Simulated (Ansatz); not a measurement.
# Ti2Hg: the cost of one run

Method: DFT PBE, scalar-relativistic, plane waves, PAW, in Ansatz 0.2.0.

## (1) The starting structure

Symmetry: F-43m, No. 216, cubic system. Conventional cell: a = 5.903 Å, b = 5.903 Å, c = 5.903 Å, α = 90.00°, β = 90.00°, γ = 90.00°. Ti (site symmetry -43m) has 4 Ti at 2.56 Å and 4 Hg at 2.56 Å in its first shell of neighbours. Ti (site symmetry -43m) is surrounded by 4 Ti at 2.56 Å. Hg (site symmetry -43m) is surrounded by 4 Ti at 2.56 Å.

Structure file:

```cif
data_structure
_symmetry_space_group_name_H-M 'P 1'
_symmetry_Int_Tables_number 1
_cell_length_a 4.1740
_cell_length_b 4.1740
_cell_length_c 4.1740
_cell_angle_alpha 60.000
_cell_angle_beta 60.000
_cell_angle_gamma 60.000
_cell_volume 51.42
loop_
_atom_site_label
_atom_site_type_symbol
_atom_site_fract_x
_atom_site_fract_y
_atom_site_fract_z
_atom_site_occupancy
Ti1 Ti 0.75000 0.75000 0.75000 1
Ti2 Ti 0.50000 0.50000 0.50000 1
Hg1 Hg 0.00000 0.00000 0.00000 1
```

A structure generator made this guess: species swapped into a database cell of Cu2Se (F-43m, No. 216), with Ti on the Cu sites and Hg on the Se sites. Lengths come from tabulated atomic sizes and are only a guess.

## (2) Probe: one point on a coarse mesh

input.yaml reads:

```yaml
crystal:
  lattice:
    - [0.0, 2.95147836, 2.95147836]
    - [2.95147836, 0.0, 2.95147836]
    - [2.95147836, 2.95147836, 0.0]
  atoms:
    - { symbol: Ti, position: [0.75, 0.75, 0.75] }
    - { symbol: Ti, position: [0.5, 0.5, 0.5] }
    - { symbol: Hg, position: [0.0, 0.0, 0.0] }
basis:
  ecutwfc: 420
kpoints:
  mp_grid: { grid: [6, 6, 6] }
hamiltonian:
  xc: pbe
scf:
  occupations: { method: gaussian, width: 0.1 }
  lower_state_search: "off"
output:
  forces: true
  stress: true
  eigenvalues: true
```

Run with:

```bash
ansatz run input.yaml --threads 1 --pin off --max-ram 2560MiB --backend cpu --events-out ev --progress --plain --runs-dir out
```

What time and memory should one allow on 1 thread of Intel Xeon 6975P-C (Granite Rapids), shared host?

About 1.3 s, with a peak of 0.39 GiB.
